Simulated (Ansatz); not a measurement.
# BClH5NSi: the cost of one run

All numbers below are computed with Ansatz 0.2.0 (RKS B3LYP/def2-SVP).

## 1. The system as given

Bond lengths: Si1–N2 1.749 Å, N2–B3 1.391 Å, B3–Cl4 1.720 Å, Si1–H5 1.466 Å, Si1–H6 1.463 Å, Si1–H7 1.459 Å, N2–H8 1.012 Å, B3–H9 1.169 Å. Angles: Si1–N2–B3 129.9°, Si1–N2–H8 114.2°, B3–N2–H8 115.9°, N2–Si1–H5 108.5°, N2–Si1–H6 105.0°, N2–Si1–H7 107.8°, H5–Si1–H6 111.3°, H5–Si1–H7 111.6°, H6–Si1–H7 112.3°, N2–B3–Cl4 119.5°, N2–B3–H9 120.9°, Cl4–B3–H9 119.6°.

As a file:

```xyz
9

Si    0.0823    1.3474    0.1583
N    -0.3542   -0.3439    0.2371
B     0.2103   -1.4413   -0.4042
Cl   -0.4701   -3.0029   -0.1689
H    -0.7810    2.0044   -0.8276
H    -0.1597    1.8644    1.5058
H     1.4883    1.4273   -0.2215
H    -1.1608   -0.5378    0.8166
H     1.1449   -1.3176   -1.0958
```

## 2. Relaxing end A

input.yaml reads:

```yaml
crystal:
  periodic: [false, false, false]
  atoms:
    - { symbol: Si, position_ang: [0.08234, 1.34736, 0.15831] }
    - { symbol: "N", position_ang: [-0.35424, -0.34394, 0.23711] }
    - { symbol: B, position_ang: [0.21027, -1.44126, -0.4042] }
    - { symbol: Cl, position_ang: [-0.47013, -3.00286, -0.16885] }
    - { symbol: H, position_ang: [-0.78102, 2.00444, -0.82756] }
    - { symbol: H, position_ang: [-0.15966, 1.86442, 1.50585] }
    - { symbol: H, position_ang: [1.48832, 1.42729, -0.22145] }
    - { symbol: H, position_ang: [-1.1608, -0.5378, 0.81661] }
    - { symbol: H, position_ang: [1.14492, -1.31765, -1.09581] }
basis:
  gaussian: { orbitals: def2-SVP }
hamiltonian:
  xc: b3lyp
relax:
  f_tol: 0.015
  max_steps: 40
output:
  orbitals: {}
```

Launch:

```bash
ansatz run input.yaml --threads 1 --pin off --max-ram 2048MiB --backend cpu --events-out ev --progress --plain --runs-dir out
```

**Question.** How long does this run take on 1 thread of Intel Xeon at 2.70GHz, shared host, and how much memory does it need?

About 85 s, with a peak of 0.19 GiB.
